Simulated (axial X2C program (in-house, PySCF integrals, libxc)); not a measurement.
# CuF: properties at the nuclei

Wanted for CuF: properties at the nuclei, at the two-component level.

Method: two-component X2C with atomic mean-field terms, Cu dyall-cv3z, F dyall-av3z; program: an in-house X2C program for linear molecules on PySCF integrals.

All values are calculated.

## 1. The job

task.json

```json
{"zs": [29, 9], "q": 0, "bas": ["dyall-cv3z", "dyall-av3z"], "r0": 1.76, "levels": ["PBE0", "HF", "PBE50", "BP86", "BHandHLYP"], "nst": 3}
```

Keys: zs atomic numbers; q charge; bas basis sets; r0 starting distance in Å; levels methods (HF also brings MP2); nst determinants followed.

On the command line:

```
> python soeom.py task.json out
```

After this run come: Expectation values, lowest determinant; Expectation values, a higher determinant; Expectation values, a higher determinant.

Before running it: what results should come out? Wanted: lowest determinant; qzz Cu; qzz F; μ; higher determinant; Eeff magnitude; Ws magnitude Cu; A∥/gI Cu (for each run or level that gives them).

**Answer**, as computed:

| quantity | value |
| --- | --- |
| lowest determinant | Ω = 0 (closed shell) |
| qzz Cu (a.u.), PBE0 | 0.19 |
| qzz F (a.u.), PBE0 | 1.50 |
| μ (D), PBE0 | -5.07 |
| higher determinant | Ω = 1 (excess of +ω over −ω: 2 × ω = 1/2) |
| Eeff magnitude (GV/cm), PBE0, higher determinant | 1.36 |
| Ws magnitude Cu (kHz), PBE0, higher determinant | 0.624 |
| A∥/gI Cu (MHz), PBE0, higher determinant | 2210 |
| qzz Cu (a.u.), PBE0, higher determinant | 1.67 |
| higher determinant | Ω = 2 (excess of +ω over −ω: ω = 1/2, ω = 3/2) |
| Eeff magnitude (GV/cm), PBE0, higher determinant | 1.78 |
| Ws magnitude Cu (kHz), PBE0, higher determinant | 0.386 |
| A∥/gI Cu (MHz), PBE0, higher determinant | 1230 |
| qzz Cu (a.u.), PBE0, higher determinant | -0.03 |

In words: The expectation values come from single determinants, which for open shells can mix terms of unlike spin or miss the lowest Ω, so a determinant need not be a state. Eeff is the effective electric field on the electron dipole moment in this Ω state and Ws the scalar–pseudoscalar constant (defined with the proton number Z and per Ω); A∥ is the parallel hyperfine constant, which follows by multiplying with the nuclear g factor gI = μI/(I μN); qzz is the electric field gradient, eQq0 = 234.96 MHz × Q/barn × qzz; μ is positive if F is the positive end. The operators were transformed with the bare-nucleus X2C matrices.
